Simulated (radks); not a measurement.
# Fractional charge and spin in the 5p shell of samarium

Aim: the energy as the spin-up occupation of 5p runs from 2 to 3 and the spin-down one from 2 to 3, against the two flat planes that join the four corners. Added charge counts from the emptiest corner (up 2, down 2).

Program: radks (a radial shooting solver on a logarithmic mesh, Libxc functionals) version 1. Level of theory: scalar-relativistic Kohn-Sham, r2SCAN, spin-polarised, spherical densities, finite nucleus. These are calculated values, not measurements, unless marked.

**1. Starting point**

```
element            : samarium (Z = 62)
configuration      : [Kr] 4d10 4f(up 3, down 3) 5s2 6s2 5p(up 3, down 3)
nuclear rms radius : 5.0819 fm
```

A shell typed twice in an input gives spin up, then spin down.

**2. 5p: up 3, down 3**

The run's settings:

```text
Z 62
configuration [Kr] 4d10 4f3 4f3 5s2 6s2 5p3 5p3
relativity scalar-relativistic
functional r2scan,r2scan
spin polarised
nucleus finite rms 5.0819 fm
c 137.035999084
```

**3. 5p: up 3, down 2.75**

The run's settings:

```text
Z 62
configuration [Kr] 4d10 4f3 4f3 5s2 6s2 5p3 5p2.75
relativity scalar-relativistic
functional r2scan,r2scan
spin polarised
nucleus finite rms 5.0819 fm
c 137.035999084
```

**4. 5p: up 3, down 2.5**

The run's settings:

```text
Z 62
configuration [Kr] 4d10 4f3 4f3 5s2 6s2 5p3 5p2.5
relativity scalar-relativistic
functional r2scan,r2scan
spin polarised
nucleus finite rms 5.0819 fm
c 137.035999084
```

**5. 5p: up 3, down 2.25**

The run's settings:

```text
Z 62
configuration [Kr] 4d10 4f3 4f3 5s2 6s2 5p3 5p2.25
relativity scalar-relativistic
functional r2scan,r2scan
spin polarised
nucleus finite rms 5.0819 fm
c 137.035999084
```

**6. 5p: up 3, down 2**

The run's settings:

```text
Z 62
configuration [Kr] 4d10 4f3 4f3 5s2 6s2 5p3 5p2
relativity scalar-relativistic
functional r2scan,r2scan
spin polarised
nucleus finite rms 5.0819 fm
c 137.035999084
```

**7. 5p: up 2.75, down 2.75**

The run's settings:

```text
Z 62
configuration [Kr] 4d10 4f3 4f3 5s2 6s2 5p2.75 5p2.75
relativity scalar-relativistic
functional r2scan,r2scan
spin polarised
nucleus finite rms 5.0819 fm
c 137.035999084
```

**8. 5p: up 2.75, down 2.5**

The run's settings:

```text
Z 62
configuration [Kr] 4d10 4f3 4f3 5s2 6s2 5p2.75 5p2.5
relativity scalar-relativistic
functional r2scan,r2scan
spin polarised
nucleus finite rms 5.0819 fm
c 137.035999084
```

**9. 5p: up 2.75, down 2.25**

The run's settings:

```text
Z 62
configuration [Kr] 4d10 4f3 4f3 5s2 6s2 5p2.75 5p2.25
relativity scalar-relativistic
functional r2scan,r2scan
spin polarised
nucleus finite rms 5.0819 fm
c 137.035999084
```

**10. 5p: up 2.75, down 2**

The run's settings:

```text
Z 62
configuration [Kr] 4d10 4f3 4f3 5s2 6s2 5p2.75 5p2
relativity scalar-relativistic
functional r2scan,r2scan
spin polarised
nucleus finite rms 5.0819 fm
c 137.035999084
```

**11. 5p: up 2.5, down 2.5**

The run's settings:

```text
Z 62
configuration [Kr] 4d10 4f3 4f3 5s2 6s2 5p2.5 5p2.5
relativity scalar-relativistic
functional r2scan,r2scan
spin polarised
nucleus finite rms 5.0819 fm
c 137.035999084
```

**12. 5p: up 2.5, down 2.25**

The run's settings:

```text
Z 62
configuration [Kr] 4d10 4f3 4f3 5s2 6s2 5p2.5 5p2.25
relativity scalar-relativistic
functional r2scan,r2scan
spin polarised
nucleus finite rms 5.0819 fm
c 137.035999084
```

**13. 5p: up 2.5, down 2**

The run's settings:

```text
Z 62
configuration [Kr] 4d10 4f3 4f3 5s2 6s2 5p2.5 5p2
relativity scalar-relativistic
functional r2scan,r2scan
spin polarised
nucleus finite rms 5.0819 fm
c 137.035999084
```

**14. 5p: up 2.25, down 2.25**

The run's settings:

```text
Z 62
configuration [Kr] 4d10 4f3 4f3 5s2 6s2 5p2.25 5p2.25
relativity scalar-relativistic
functional r2scan,r2scan
spin polarised
nucleus finite rms 5.0819 fm
c 137.035999084
```

**15. 5p: up 2.25, down 2**

The run's settings:

```text
Z 62
configuration [Kr] 4d10 4f3 4f3 5s2 6s2 5p2.25 5p2
relativity scalar-relativistic
functional r2scan,r2scan
spin polarised
nucleus finite rms 5.0819 fm
c 137.035999084
```

**16. 5p: up 2, down 2**

The run's settings:

```text
Z 62
configuration [Kr] 4d10 4f3 4f3 5s2 6s2 5p2 5p2
relativity scalar-relativistic
functional r2scan,r2scan
spin polarised
nucleus finite rms 5.0819 fm
c 137.035999084
```

Q: Predict the outcome of this session. Wanted: for each run, down \ up; 2; 2.25; 2.5; 2.75; 3.

The runs gave:

| down \ up | 2 | 2.25 | 2.5 | 2.75 | 3 |
| --- | --- | --- | --- | --- | --- |
| 2 | 0.000 | -1.008 | -1.338 | -0.999 | 0.000 |
| 2.25 | -1.008 | -1.251 | -0.831 | 0.241 | -0.893 |
| 2.5 | -1.338 | -0.831 | 0.321 | -0.739 | -1.178 |
| 2.75 | -0.999 | 0.241 | -0.739 | -1.104 | -0.873 |
| 3 | 0.000 | -0.893 | -1.178 | -0.873 | 0.000 |

**Reading.** The table gives the energy in eV minus the planes, whose edge runs along up + down = one added electron; mirror points follow by spin symmetry. With half an added electron in each spin it lies 0.32 eV above the planes. With half an electron added in spin up alone it lies 1.34 eV below them. The planes are only a guide here: the condition holds for ground states with one frontier orbital, and this shell is degenerate.
